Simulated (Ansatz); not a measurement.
Crystal: HfIn4SiO6.

```xyz
12
Lattice="5.2774 0.0000 0.0000 -2.6387 4.5704 0.0000 0.0000 0.0000 10.5590" Properties=species:S:1:pos:R:3 pbc="T T T"
Hf    2.6387    1.5234    0.0000
In    0.0000    0.0000    3.2148
In    0.0000    0.0000    7.3442
In    0.0000    3.0469    8.3331
In    0.0000    3.0469    2.2260
Si    0.0000    0.0000    0.0000
O     3.2747    3.2219    9.5002
O     1.4858    0.1234    1.0589
O     0.8498    1.2250    9.5002
O     2.0027    3.2219    1.0589
O     3.7916    0.1234    9.5002
O     4.4277    1.2250    1.0589
```

The cell was built by a generator and needn't be a form met in nature.

* Program: Ansatz 0.2.0
* Task: relaxation of cell and atoms
* Functional: PBEsol
* Dispersion: D3(BJ)
* Potentials or basis: Ansatz PAW
* Cutoff: 420 eV (not typed: the program's choice for these potentials)
* k mesh: 4 × 4 × 2
* Occupations: fermi-dirac, width 0.05 eV
* Spin: no spin polarisation

At the start: volume 21.22 Å³/atom.

**Question.** Where does the relaxation end?

**Answer.** It ends after 12 steps and the volume is 18.39 Å³/atom (-13.4 %); space group P312 (No. 149, to 0.05 Å).

Step by step:
| step | energy change (eV) | largest force (eV/Å) | volume (Å³) |
| --- | --- | --- | --- |
| 1 | 0.0000 | 0.3548 | 254.68 |
| 2 | -0.2371 | 0.4712 | 232.87 |
| 3 | -0.3586 | 0.1283 | 222.61 |
| 4 | -0.3684 | 0.0538 | 220.46 |
| 5 | -0.3614 | 0.0518 | 224.16 |
| 6 | -0.3664 | 0.0726 | 222.55 |
| 7 | -0.3686 | 0.0293 | 222.31 |
| 8 | -0.3685 | 0.0126 | 222.44 |
| 9 | -0.3687 | 0.0039 | 222.41 |
| 10 | -0.3329 | 0.0037 | 222.41 |
| 11 | -0.3389 | 0.0022 | 220.66 |
| 12 | -0.3347 | 0.0020 | 220.66 |

Final structure:
```
Hf In Si O
1.0
     5.13985    0.00000    0.00000
    -2.56993    4.45124    0.00000
     0.00000    0.00000    9.64498
Hf In Si O
1 4 1 6
Direct
  0.66667 0.33333 0.00000
  0.00000 0.00000 0.32706
  0.00000 0.00000 0.67294
  0.33333 0.66667 0.76635
  0.33333 0.66667 0.23365
  0.00000 0.00000 0.00000
  0.97952 0.70495 0.89095
  0.29505 0.02048 0.10905
  0.29505 0.27457 0.89095
  0.72543 0.70495 0.10905
  0.72543 0.02048 0.89095
  0.97952 0.27457 0.10905
```

Caveat: the plane-wave basis is chosen anew once the cell has moved, so the energies of steps on either side of that aren't comparable; the pressure holds a Pulay correction of +0.4 GPa for the finite cutoff; pairwise dispersion overbinds metals, which lowers pressure and volume; the PAW data sets come from PBE, with cores solved anew for the run's functional, which leaves a small shift of forces and pressure.
